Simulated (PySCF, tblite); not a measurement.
# C₅H₈ClFSi: geometry, infrared bands and NMR shifts

Aim: predict the infrared bands and NMR shifts of C₅H₈ClFSi (`C=C1C[C@@H](CCl)[Si@@H]1F`).

Computed with tblite 0.8.0 and PySCF 2.14.0, with density-fitted response routines of our own, on a single molecule in the gas phase. Atoms are numbered from 0 throughout.

**1. The molecule as given**

16 atoms, charge 0, multiplicity 1; geometry from: force field or distance geometry start.

Bonds of the start (Å): C0–C1 1.29, C1–C2 1.49, C2–C3 1.50, C3–C4 1.49, C4–Cl5 1.78, C3–Si6 1.86, Si6–F7 1.69, Si6–C1 1.84, C0–H8 1.10, C0–H9 1.09, C2–H10 1.11, C2–H11 1.12, C3–H12 1.13, C4–H13 1.11, C4–H14 1.10, Si6–H15 1.45.

**2. Optimising the geometry with GFN2-xTB**

What the job is given:

```
{"job": {"kind": "relax", "xc": "GFN2-xTB", "basis": "xTB"}, "charge": 0, "multiplicity": 1}
C     -2.615500    -0.439300    -0.002900
C     -1.345100    -0.212600     0.069500
C     -0.128200    -1.071500     0.086400
C      0.797600    -0.088300     0.733300
C      2.124500     0.031900     0.061700
Cl     3.099400     1.218200     0.959500
Si    -0.319500     1.308300     0.232800
F     -0.749700     2.319200     1.518100
H     -3.340600     0.391300     0.018800
H     -3.044200    -1.440500    -0.087900
H      0.189300    -1.336800    -0.940300
H     -0.278500    -2.011900     0.673600
H      0.846100    -0.156800     1.859500
H      2.709700    -0.909500     0.021400
H      1.976000     0.445500    -0.951200
H      0.071000     1.961900    -0.996400
```

Run with:

```sh
$ OMP_NUM_THREADS=1 python probes_run.py task.json out
```

One launch serves the whole session: the jobs run in the order shown.

**Question.** This job is followed by: GFN2-xTB harmonic vibrations, gas phase; GIAO PBE0/pcSseg-1 NMR shielding, non-relativistic, gas phase. What will the session give for the following? strongest single infrared mode (GFN2-xTB); zero-point energy (GFN2-xTB); 13C shifts against TMS (PBE0/pcSseg-1); 1H shifts against TMS (PBE0/pcSseg-1); 35Cl shifts against HCl (PBE0/pcSseg-1); 29Si shifts against TMS (PBE0/pcSseg-1); 19F shifts against CFCl3 (PBE0/pcSseg-1).

As calculated:

| quantity | value |
| --- | --- |
| strongest single infrared mode (GFN2-xTB) | 2405 cm⁻¹, 244 km/mol |
| zero-point energy (GFN2-xTB) | 72.5 kcal/mol |
| 13C shifts against TMS (PBE0/pcSseg-1) | 162.9, 138.2, 50.4, 41.8, 35.5 ppm |
| 1H shifts against TMS (PBE0/pcSseg-1) | 6.12, 6.07, 5.67, 3.92, 3.31, 2.94, 2.64, 2.08 ppm |
| 35Cl shifts against HCl (PBE0/pcSseg-1) | 113 ppm |
| 29Si shifts against TMS (PBE0/pcSseg-1) | 8.9 ppm |
| 19F shifts against CFCl3 (PBE0/pcSseg-1) | -182.5 ppm |

In words: The optimisation took 111 steps and gained 0.592 eV; among the close pairs (by a distance rule), Si6–F7 changed most, from 1.691 to 1.615 Å. No mode is imaginary among the 42: a minimum at this level. The strongest single mode, at 2405 cm⁻¹, moves mainly H15. GFN2-xTB is a fitted tight-binding method: band positions and strengths are rough. Its intensities can rank the bands wrongly. C1 (fully substituted alkene carbon) lies farthest downfield among carbon, at 162.9 ppm; the olefinic region. At PBE0/pcSseg-1: The largest span, 455 ppm, is at Cl5, where the paramagnetic term is -308 ppm.
